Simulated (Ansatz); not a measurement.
# H₄O₃SeZr: small, medium and large basis sets

The task here is to estimate one member of a computed series from the others.

Computed with Ansatz 0.2.0, Gaussian basis. Level: one geometry, several basis sets.

The runs, in order: PBE0-D4/def2-SVP; ωB97M-V/def2-SVP; PBE0-D4/def2-QZVPP; ωB97M-V/def2-QZVPP; the functionals' def2-TZVPP values are taken from earlier runs.

## Structure used throughout

An earlier PBE0-D4 in a triple-zeta def2 set relaxation fixed the geometry. Zr takes the def2 core potential; no spin-orbit term is included.

SMILES `[OH][Zr]([OH])([OH])[SeH]`, 9 atoms, charge 0, spin multiplicity 1.

Atoms are counted from 1 here; the program's logs count them from 0.

Bond lengths: O1–Zr2 1.912 Å, O1–H6 0.953 Å, Zr2–O3 1.914 Å, Zr2–O4 1.916 Å, Zr2–Se5 2.621 Å, O3–H7 0.952 Å, O4–H8 0.952 Å, Se5–H9 1.472 Å. Angles: Zr2–O1–H6 162.9°, O1–Zr2–O3 112.6°, O1–Zr2–O4 111.9°, O1–Zr2–Se5 104.2°, O3–Zr2–O4 109.0°, O3–Zr2–Se5 109.6°, O4–Zr2–Se5 109.5°, Zr2–O3–H7 166.1°, Zr2–O4–H8 163.3°, Zr2–Se5–H9 90.0°.

The first run:

in.yaml reads:

```yaml
crystal:
  periodic: [false, false, false]
  atoms:
    - {symbol: O, position_ang: [-1.259041, -0.016890, 1.649601]}
    - {symbol: Zr, position_ang: [-0.083499, -0.023647, 0.141956]}
    - {symbol: O, position_ang: [1.748195, 0.231872, 0.635979]}
    - {symbol: O, position_ang: [-0.235176, -1.640466, -0.874667]}
    - {symbol: Se, position_ang: [-0.893394, 2.000672, -1.311956]}
    - {symbol: H, position_ang: [-1.598604, -0.037565, 2.539695]}
    - {symbol: H, position_ang: [2.688606, 0.161413, 0.767479]}
    - {symbol: H, position_ang: [-0.570716, -2.431396, -1.285538]}
    - {symbol: H, position_ang: [0.203638, 1.756018, -2.262539]}
basis:
  gaussian: {orbitals: def2-SVP}
hamiltonian: {xc: pbe0, dispersion: d4}
output: {orbitals: {seedname: orbitals}}
```

Run with:

```console
$ ansatz run in.yaml --threads 4 --pin off --events-out ev --progress --plain --max-ram 11315MiB
```

Among the steps run: PBE0-D4 in def2-SVP; ωB97M-V in def2-SVP; PBE0-D4 in def2-QZVPP; ωB97M-V in def2-QZVPP.

One table of the session follows, with a row left open; its other results are not shown here.

It belongs to the step «Density functionals: the series». 

```
functional       basis  HOMO (eV)
   PBE0-D4    def2-SVP      -6.37
   PBE0-D4  def2-TZVPP          ?
   PBE0-D4  def2-QZVPP      -6.58
   ωB97M-V    def2-SVP      -8.46
   ωB97M-V  def2-TZVPP      -8.65
   ωB97M-V  def2-QZVPP      -8.69
```

**Question.** Estimate the row for PBE0-D4, def2-TZVPP.

The run gave: HOMO (eV): -6.55. In the column «HOMO (eV)» it lies between PBE0-D4, def2-QZVPP (-6.58) and PBE0-D4, def2-SVP (-6.37).
